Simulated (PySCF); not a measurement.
Cl2C, 3 atoms in the cell. The cell holds a molecule in a box, 3 atoms: a = 12.000 Å, b = 11.000 Å, c = 11.000 Å, α = 90.00°, β = 90.00°, γ = 90.00°. 

| Property | Result |
| --- | --- |
| Program | PySCF 2.14.0 |
| Task | atomic charges |
| Functional | PBE |
| Potentials or basis | pob-tzvp-rev2 (all-electron) |
| k mesh | 1 × 1 × 1 |
| Occupations | fixed |
| Spin | no spin polarisation |
| Exponents discarded below (exp_to_discard) | 0 1/bohr^2 |
| conv_tol | 1e-07 Ha |
| max_cycle | 60 |
| Relativity | none |
| Coulomb method | Gaussian density fitting (GDF) |
| Grid for exchange and correlation | Becke, atom-centred |

Potentials or basis: pob-tzvp-rev2 (all-electron).

Run with:

```sh
$ OMP_NUM_THREADS=2 python -u run.py > log
```

Hardware: 2 threads of Intel(R) Xeon(R) Processor @ 2.70GHz (shared host).

Problem. How long does it take, and how much memory?

Solution. Wall time 14 s on 2 threads of Intel(R) Xeon(R) Processor @ 2.70GHz, with other jobs on the host, peak memory 1.9 GiB. Counts: scf iterations 8, basis 62, k points 1.
